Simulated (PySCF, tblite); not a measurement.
# C₆H₁₁NSeSi: geometry, infrared bands and NMR shifts

Aim: predict the infrared bands and NMR shifts of C₆H₁₁NSeSi (`C=C(C)C[Si@](C)([SeH])C#N`).

The runs use tblite 0.8.0 and PySCF 2.14.0, with density-fitted response routines of our own; the level of theory stands in each step. All values are computed, except where a source is named. Atoms are numbered from 0 throughout.

### Step 1. The molecule as given

20 atoms, charge 0, multiplicity 1; geometry from: force field or distance geometry start.

Bonds of the start (Å): C0–C1 1.32, C1–C2 1.48, C1–C3 1.49, C3–Si4 1.84, Si4–C5 1.88, Si4–Se6 2.28, Si4–C7 1.82, C7–N8 1.17, C0–H9 1.08, C0–H10 1.08, C2–H11 1.09, C2–H12 1.11, C2–H13 1.14, C3–H14 1.13, C3–H15 1.12, C5–H16 1.11, C5–H17 1.12, C5–H18 1.09, Se6–H19 1.52.

### Step 2. Optimising the geometry with GFN2-xTB

Job settings and geometry (Å):

```
{"job": {"kind": "relax", "xc": "GFN2-xTB", "basis": "xTB"}, "charge": 0, "multiplicity": 1}
C     -2.423600     0.934000     0.006300
C     -1.490900     0.039700    -0.280500
C     -1.514800    -0.650200    -1.591300
C     -0.456100    -0.220800     0.754500
Si     1.280000     0.114700     0.253600
C      2.352000    -0.556700     1.641300
Se     1.724100     2.320200    -0.099700
C      1.785300    -0.803100    -1.229700
N      2.119900    -1.407500    -2.170700
H     -3.227600     1.204900    -0.657600
H     -2.390700     1.418000     0.969200
H     -0.559800    -0.569800    -2.108200
H     -1.718100    -1.720700    -1.374300
H     -2.349500    -0.222800    -2.233600
H     -0.489500    -1.309100     1.050700
H     -0.687300     0.366600     1.682400
H      2.387300     0.195100     2.457000
H      1.854800    -1.482300     2.016800
H      3.332900    -0.792800     1.217600
H      0.466300     3.153000    -0.306900
```

Command:

```sh
$ OMP_NUM_THREADS=1 python probes_run.py task.json out
```

The driver reads the jobs from task.json and runs them one after another.

**Question.** This job is followed by: GFN2-xTB harmonic vibrations, gas phase; GIAO PBE0/pcSseg-1 NMR shielding, non-relativistic, gas phase. What will the session give for the following? strongest single infrared mode (GFN2-xTB); zero-point energy (GFN2-xTB); 13C shifts against TMS (PBE0/pcSseg-1); 1H shifts against TMS (PBE0/pcSseg-1, means over atoms taken as alike); 29Si shifts against TMS (PBE0/pcSseg-1); 77Se shifts against Me2Se (PBE0/pcSseg-1); 15N shifts against NH3 (PBE0/pcSseg-1).

The runs gave:

| quantity | value |
| --- | --- |
| strongest single infrared mode (GFN2-xTB) | 830 cm⁻¹, 156 km/mol |
| zero-point energy (GFN2-xTB) | 94.1 kcal/mol |
| 13C shifts against TMS (PBE0/pcSseg-1) | 154.4, 128.6, 118.8, 33.4, 27.4, 1.9 ppm |
| 1H shifts against TMS (PBE0/pcSseg-1, means over atoms taken as alike) | 5.34, 4.76, 2.39, 2.12, 2.06, 1.78, 0.67 ppm |
| 29Si shifts against TMS (PBE0/pcSseg-1) | -4.6 ppm |
| 77Se shifts against Me2Se (PBE0/pcSseg-1) | -455 ppm |
| 15N shifts against NH3 (PBE0/pcSseg-1) | 360.0 ppm |

Over 130 steps the energy fell by 0.706 eV; of the close pairs, C3–Si4 changed most, 1.838 to 1.924 Å. No mode is imaginary among the 54: a minimum at this level. GFN2-xTB is a fitted tight-binding method: band positions and strengths are rough. Its intensities can rank the bands wrongly. C1 (fully substituted alkene carbon) lies farthest downfield among carbon, at 154.4 ppm; as expected for a trigonal carbon in a double bond. At PBE0/pcSseg-1: The largest span, 555 ppm, is at N8, where the paramagnetic term is -431 ppm. Spin-orbit coupling is left out, which matters for shieldings and couplings at and beside the heavy atoms.
